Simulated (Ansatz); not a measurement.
# TlPS4: a trial structure relaxed

Aim: relax a trial structure of TlPS4 and see where it ends.

Method: DFT PBE, scalar-relativistic, plane waves, PAW, in Ansatz 0.2.0.

### Step 1. The starting structure

It takes space group P6/mmm (No. 191, hexagonal). Conventional cell: a = 4.003 Å, b = 4.003 Å, c = 8.888 Å, α = 90.00°, β = 90.00°, γ = 120.00°. Around Tl (site symmetry 6/mmm) lie 12 S at 3.31 Å. Around P (site symmetry 6/mmm) lie 12 S at 3.11 Å. S (site symmetry 3m) has 3 S at 2.31 Å and 3 P at 3.11 Å and 3 Tl at 3.31 Å as nearest neighbours.

As a file:

```cif
data_structure
_symmetry_space_group_name_H-M 'P 1'
_symmetry_Int_Tables_number 1
_cell_length_a 4.0026
_cell_length_b 4.0026
_cell_length_c 8.8875
_cell_angle_alpha 90.000
_cell_angle_beta 90.000
_cell_angle_gamma 120.000
_cell_volume 123.31
loop_
_atom_site_label
_atom_site_type_symbol
_atom_site_fract_x
_atom_site_fract_y
_atom_site_fract_z
_atom_site_occupancy
Tl1 Tl 0.00000 0.00000 0.50000 1
P1 P 0.00000 0.00000 0.00000 1
S1 S 0.66667 0.33333 0.23369 1
S2 S 0.33333 0.66667 0.76631 1
S3 S 0.33333 0.66667 0.23369 1
S4 S 0.66667 0.33333 0.76631 1
```

The cell is invented: species swapped into a database cell of MgAlB4 (P6/mmm, No. 191), with Tl on the Mg sites, P on the Al sites and S on the B sites. The dimensions are guesses.

### Step 2. The guess as it stands, on a coarse mesh

The input, input.yaml:

```yaml
crystal:
  lattice:
    - [4.00263438, 0.0, 0.0]
    - [-2.00131719, 3.46638305, 0.0]
    - [0.0, 0.0, 8.88754974]
  atoms:
    - { symbol: Tl, position: [0.0, 0.0, 0.5] }
    - { symbol: P, position: [0.0, 0.0, 0.0] }
    - { symbol: S, position: [0.66666667, 0.33333333, 0.23369201] }
    - { symbol: S, position: [0.33333333, 0.66666667, 0.76630799] }
    - { symbol: S, position: [0.33333333, 0.66666667, 0.23369201] }
    - { symbol: S, position: [0.66666667, 0.33333333, 0.76630799] }
basis:
  ecutwfc: 420
kpoints:
  mp_grid: { grid: [6, 6, 2] }
hamiltonian:
  xc: pbe
scf:
  occupations: { method: gaussian, width: 0.1 }
  lower_state_search: "off"
output:
  forces: true
  stress: true
  eigenvalues: true
```

On the command line:

```sh
$ ansatz run input.yaml --threads 1 --pin off --max-ram 2048MiB --backend cpu --events-out ev --progress --plain --runs-dir out
```

Further runs follow: a loose first relaxation; full relaxation.

What does the calculation give? Wanted: conventional cell; volume; energy over the elements, black P; gap on the mesh.

**Answer**, as computed:

| quantity | value |
| --- | --- |
| symmetry at the end (tolerance 0.05 Å) | space group P6/mmm (No. 191) |
| conventional cell | a = 4.278 Å, b = 4.278 Å, c = 7.844 Å, α = 90.00°, β = 90.00°, γ = 120.00° |
| volume | 20.72 Å³/atom |
| energy over the elements, black P | +0.67 eV/atom |
| gap on the mesh | none (metal) |

The space group P6/mmm (No. 191) is kept, and the volume per atom grows by 0.8 % from the first guess. The formation energy is positive, so the separate elements lie lower. No finished test with a distortion of lower symmetry is shown, so the end may be a saddle point. Spin-orbit coupling is left out for Tl.
